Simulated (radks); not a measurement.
# A spherical jellium cluster from 1 to 5 electrons

Which level does each new electron take in a jellium sphere with rs = 2.49 bohr, and at which counts is the cluster hardest to charge further? Each count tries a few candidate levels and keeps the lowest. The background charge grows with the count, so each cluster is neutral; its cation and anion are computed too.

Program: radks, version 2. Model: non-relativistic spin-polarised Kohn-Sham, LDA (Slater exchange, Perdew-Wang correlation), spherically averaged shells. All values are calculated.

## 1. The model

```
well                     : a jellium sphere with rs = 2.49 bohr
functional               : LDA (Slater exchange, Perdew-Wang correlation)
levels                   : named by radial order: 1s, 1p, 1d, 2s, 1f and so on
units                    : hartree and bohr; summary energies in eV
configuration carried in : none
```

The runs that follow: 1 electrons; N = 2; 3 electrons; 4 electrons; N = 5.

Q: Predict the outcome of this session. Wanted: closed shells at N; largest second difference; most unpaired electrons; ionisation energies; polarisability at N = 2; configuration at N = 5.

As calculated:

| quantity | value |
| --- | --- |
| closed shells at N | 2 |
| largest second difference | 2.28 eV at N = 2 (of N = 2 to 4) |
| most unpaired electrons | 3 at N = 5 |
| ionisation energies | 4.59 to 7.47 eV |
| polarisability at N = 2 | 67.93 bohr³ |
| configuration at N = 5 | 1s2 1p(up 3, down 0) |

**Reading.** All occupied shells are full at N = 2, and the second difference peaks there. The largest moment in range is 3, first at N = 5: exchange favours parallel spins in open shells. The polarisability at N = 2 is 2.20 times the classical R³, since electrons spill past the background. The anion gave no bound, converged state at N = 2, 3, 4 and 5; semilocal functionals bind extra electrons too weakly, through self-interaction. The ions keep the filling of the neutral cluster, less or plus one electron, without a search of their own. The model keeps every shell spherical, so real clusters and dots, which can deform, may order levels otherwise.
